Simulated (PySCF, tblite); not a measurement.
# H4O3SSi, a small molecule taken as a stand-in for a surface group (hydroxylated Si): NMR shifts, core binding energies and electronic excitations

Wanted: the NMR shifts, core binding energies and electronic excitations for `O[Si](O)(O)S`.

Programs: tblite 0.8.0 and PySCF 2.14.0. All values are calculated, for the isolated system unless a continuum is named. Atoms count from 0, parts from 1.

## 1. Starting point

9 atoms, charge 0, multiplicity 1; geometry: distance geometry start.

## 2. Geometry optimisation with GFN2-xTB

What the job is given:

```
{"job": {"kind": "relax", "xc": "GFN2-xTB", "basis": "xTB"}, "charge": 0, "multiplicity": 1}
O      1.196892    -1.753967    -1.101320
Si     0.569866    -0.170291    -0.636691
O      1.460393     0.469787     0.723831
O      0.699035     0.948494    -2.004500
S     -1.521991    -0.385901    -0.100190
H      2.029421    -1.905666    -1.611410
H      1.831306    -0.089471     1.443452
H      1.043514     0.720583    -2.893531
H     -2.180703    -1.583048     0.125545
```

Level: GFN2-xTB geometry optimisation, gas phase.

Started as:

```
OMP_NUM_THREADS=1 python cluster_run.py task.json out
```

The driver reads the jobs from task.json and runs them one after another.

**Question.** The jobs that follow are: PBE0-D3(BJ)/def2-SVP geometry optimisation, gas phase; GIAO PBE0/pcSseg-2 NMR shielding, non-relativistic, gas phase; delta-SCF UKS SCAN, pcX-2 on the ionised atom, pcseg-1 elsewhere, spin-free X2C; TDDFT CAM-B3LYP/def2-SVPD, vertical, gas phase, core orbitals frozen in the response. Predict: point group; rotational constants (main isotopes); ¹H shifts against TMS (PBE0/pcSseg-2); ¹⁷O shifts against H2O (PBE0/pcSseg-2); ²⁹Si shifts against TMS (PBE0/pcSseg-2); ³³S shifts against CS2 (PBE0/pcSseg-2); O1s binding energies, SCAN/pcX-2; Si2p binding energies, SCAN/pcX-2; S2p binding energies, SCAN/pcX-2; lowest singlet (CAM-B3LYP/def2-SVPD); brightest single state of those computed; lowest triplet; vertical ionisation energy (ΔSCF).

**Answer**, as computed:

| quantity | value |
| --- | --- |
| point group | C1 |
| rotational constants (main isotopes) | 3.92, 2.39, 2.25 GHz |
| ¹H shifts against TMS (PBE0/pcSseg-2) | 2.11, 2.05, 1.93, 1.07 ppm |
| ¹⁷O shifts against H2O (PBE0/pcSseg-2) | 84.1, 68.2, 65.1 ppm |
| ²⁹Si shifts against TMS (PBE0/pcSseg-2) | -34.7 ppm |
| ³³S shifts against CS2 (PBE0/pcSseg-2) | -208 ppm |
| O1s binding energies, SCAN/pcX-2 | O0 539.02, O2 539.00, O3 538.98 eV |
| Si2p binding energies, SCAN/pcX-2 | Si1 108.83 eV |
| S2p binding energies, SCAN/pcX-2 | S4 169.95 eV |
| lowest singlet (CAM-B3LYP/def2-SVPD) | 6.22 eV (199 nm), f = 0.020 |
| brightest single state of those computed | state 4, 7.89 eV, f = 0.093 |
| lowest triplet | 5.79 eV |
| vertical ionisation energy (ΔSCF) | 10.15 eV |

What this shows: Over 8 steps the energy fell by 0.130 eV; of the close pairs, O0–H5 changed most, 0.919 to 0.963 Å (PBE0/def2-SVP). No frequency check was run at this level, so the end point may be a saddle. At PBE0/pcSseg-2: The largest span, 244 ppm, is at S4, where the paramagnetic term is -347 ppm. The O1s levels computed lie within 0.04 eV of one another, too close to rank. The lowest singlet, at 6.22 eV, is HOMO→LUMO 0.47, HOMO→LUMO+1 0.27 and is weak; of the 6 states computed, the strongest absorption comes from state 4 at 7.89 eV. The lowest triplet lies 0.43 eV below the lowest singlet (triplets in Tamm-Dancoff, singlets in full TDDFT). The orbital energy would give 9.05 eV for ionisation, ΔSCF gives 10.15 eV.
